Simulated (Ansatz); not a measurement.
# SiAsH3 (singlet): from Hartree-Fock to the top rungs at a displaced geometry (v1), cc-pVDZ

An exercise on one series of results from a longer session: the logs are not shown, and one member is left open.

The runs use Ansatz 0.2.0, Gaussian basis; cc-pVDZ, core rule «outside noble gas», up to 19 orbitals frozen.

To be run: UHF; CCSD(T) on RHF; CCSD(T) on UHF; BCCD(T) on RHF; CISD; CCSDT(Q) on RHF; CCSDT(Q) on UHF.

17 further runs of the same task are left out: 7 that didn't finish, 10 set aside as unsound or not needed.

## What is computed

The geometry is a PBE0/def2-TZVP stationary point (not a proven minimum) with its atoms shifted at random (size 0.040 Å). No spin-orbit coupling is included. The filled d shell of As may be among the frozen orbitals whatever the setting's name suggests; the logs give the count.

5 atoms, charge 0, spin multiplicity 1.

Atoms are counted from 1 here; the program's logs count them from 0.

Bond lengths: Si1–As2 2.178 Å, Si1–H3 1.490 Å, Si1–H4 1.488 Å, As2–H5 1.544 Å. Angles: As2–Si1–H3 124.4°, As2–Si1–H4 120.4°, H3–Si1–H4 115.2°, Si1–As2–H5 90.3°.

The first run:

in.yaml

```yaml
crystal:
  periodic: [false, false, false]
  atoms:
    - {symbol: Si, position_ang: [0.001602, 0.029025, 1.544135]}
    - {symbol: As, position_ang: [0.000768, -0.031824, -0.632650]}
    - {symbol: H, position_ang: [0.048732, 1.280613, 2.350657]}
    - {symbol: H, position_ang: [-0.054044, -1.231677, 2.332222]}
    - {symbol: H, position_ang: [-0.096429, 1.507845, -0.683298]}
basis:
  gaussian: {orbitals: cc-pVDZ}
magnetization: {spin_polarized: true, initial_magnetization: 0}
hamiltonian: {xc: hf}
output: {orbitals: {seedname: orbitals}}
```

Command:

```console
$ ansatz run in.yaml --threads 1 --pin off --events-out ev --progress --plain --max-ram 2393MiB
```

Among the steps run: UHF; CCSD(T) on RHF; CCSD(T) on UHF; BCCD(T) on RHF; CISD; CCSDT(Q) on RHF; CCSDT(Q) on UHF.

One table of the session follows, with a row left open; its other results are not shown here.

```
   method  from RCCSDT(Q) (kJ/mol)
      RHF                   +671.0
      UHF                   +663.0
     RMP2                   +127.1
     CISD                    +93.6
    RCCSD                    +30.6
 RCCSD(T)                        ?
  BCCD(T)                     +5.2
   RCCSDT                     +1.9
RCCSDT(Q)                        0
```

Q: Estimate the row for RCCSD(T) from the others.

As computed: from RCCSDT(Q) (kJ/mol): +5.0. In the column «from RCCSDT(Q) (kJ/mol)» it lies between RCCSDT (+1.9) and BCCD(T) (+5.2).

Not comparable, so not listed: CCSD(T) on UHF; CCSDT(Q) on UHF (they don't share determinant, frozen orbitals or solution with the rows shown, or repeat one).

To keep in mind: Warnings: restricted reference is unstable; spin contamination; large T1 diagnostic.
